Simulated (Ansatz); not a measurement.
# BGeHF (quartet): the correlation ladder at a displaced geometry (v2), cc-pVDZ

An exercise on one series of results from a longer session: the logs are not shown, and one member is left open.

The runs use Ansatz 0.2.0, Gaussian basis; cc-pVDZ, core rule «outside noble gas», up to 16 orbitals frozen.

To be run: UHF; CCSD(T) on ROHF; CCSD(T) on UHF; BCCD(T) on ROHF; CISD as a restricted active space (open shells left free, so some higher excitations enter); CCSDT(Q) on ROHF; CCSDT(Q) on UHF.

19 further runs of the same task are left out: 7 that didn't finish, 12 set aside as unsound or not needed. Runs told in other sessions of the task aren't counted.

### The system

The geometry is a PBE0/def2-TZVP stationary point (not a proven minimum) with its atoms shifted at random (size 0.100 Å). No spin-orbit coupling is included. The filled d shell of Ge may be among the frozen orbitals whatever the setting's name suggests.

4 atoms, charge 0, spin multiplicity 4.

Atoms are counted from 1 here; the program's logs count them from 0.

Bond lengths: F1–B2 1.320 Å, B2–Ge3 2.065 Å, Ge3–H4 1.496 Å. Angles: F1–B2–Ge3 116.6°, B2–Ge3–H4 125.2°.

The first run:

in.yaml reads:

```yaml
crystal:
  periodic: [false, false, false]
  atoms:
    - {symbol: F, position_ang: [0.079244, -0.173186, 2.181615]}
    - {symbol: B, position_ang: [-0.085630, 0.690823, 1.197696]}
    - {symbol: Ge, position_ang: [-0.009010, -0.067944, -0.721492]}
    - {symbol: H, position_ang: [0.074099, 0.751281, -1.970686]}
basis:
  gaussian: {orbitals: cc-pVDZ}
magnetization: {spin_polarized: true, initial_magnetization: 3}
hamiltonian: {xc: hf}
output: {orbitals: {seedname: orbitals}}
```

Run with:

```bash
$ ansatz run in.yaml --threads 1 --pin off --events-out ev --progress --plain --max-ram 2393MiB
```

Steps of the session up to this table: UHF; CCSD(T) on ROHF; CCSD(T) on UHF; BCCD(T) on ROHF; CISD as a restricted active space (open shells left free, so some higher excitations enter); CCSDT(Q) on ROHF; CCSDT(Q) on UHF.

One of the session's tables, all rows but one given; the rest of the session is left out.

| method | from UCCSDT(Q) (meV) |
| --- | --- |
| ROHF | ? |
| UHF | +9190.3 |
| RMP2 | +975.4 |
| UMP2 | +960.3 |
| RCCSD | +285.5 |
| UCCSD | +272.9 |
| RCCSD(T) | +61.9 |
| UCCSD(T) | +50.4 |
| BCCD(T) | +56.6 |
| RCCSDT | +28.7 |
| UCCSDT | +17.2 |
| RCCSDT(Q) | +15.0 |
| UCCSDT(Q) | 0 |

Estimate the missing values for ROHF.

As computed: from UCCSDT(Q) (meV): +9279.1. In the column «from UCCSDT(Q) (meV)» it is the highest.

Not comparable, so not listed: CISD as a restricted active space (open shells left free, so some higher excitations enter) (they don't share determinant, frozen orbitals or solution with the rows shown, or repeat one).

Limits of these values: Restricted and unrestricted rows rest on different reference determinants; a gap between their highest levels can come from leftover correlation error, from unlike frozen cores or from another state.
